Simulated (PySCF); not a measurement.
# NGaH6: atomic charges with PBE

The system is NGaH6, in a box.

```
N Ga H
1.0
    13.00000    0.00000    0.00000
     0.00000   12.00000    0.00000
     0.00000    0.00000   13.00000
N Ga H
1 1 6
Direct
  0.45564 0.49641 0.42521
  0.50798 0.52197 0.58042
  0.45401 0.56947 0.38615
  0.38378 0.46366 0.42469
  0.50299 0.44334 0.38734
  0.42165 0.60625 0.61643
  0.61822 0.57056 0.55513
  0.50074 0.39725 0.61908
```

```
Program                                    : PySCF 2.14.0
Task                                       : atomic charges
Functional                                 : PBE
Potentials or basis                        : def2-svp (all-electron)
k mesh                                     : 1 × 1 × 1
Occupations                                : fixed
Spin                                       : no spin polarisation
Exponents discarded below (exp_to_discard) : 0 1/bohr^2
conv_tol                                   : 1e-07 Ha
max_cycle                                  : 60
Relativity                                 : none
Coulomb method                             : Gaussian density fitting (GDF)
Grid for exchange and correlation          : Becke, atom-centred
```

```
Gap between the frontier levels : 5.52 eV
Meta-löwdin charges             : N -0.40; Ga -0.06; H +0.24, -0.09 e
```

Levels at points of the mesh, in eV from the valence-band top:
```tsv
k point	band 17	band 18	band 19	band 20	band 21	band 22	band 23	band 24	band 25	band 26
(0.00, 0.00, 0.00)	-7.17	-7.17	-4.81	-1.84	0.00	0.00	5.52	7.28	7.80	7.80
```

It took 45 s on 2 threads of Intel(R) Xeon(R) Processor @ 2.50GHz (Skylake/Cascade Lake), with other jobs on the host, peak memory 1.9 GiB.

Caveat: this is a molecule in a periodic box at the Γ point, so its band gap is the HOMO-LUMO gap; population charges move with the basis; relativity is left out, which matters for the heavier elements; the basis of atomic orbitals isn't converged, which shifts pressures, moduli and gaps.
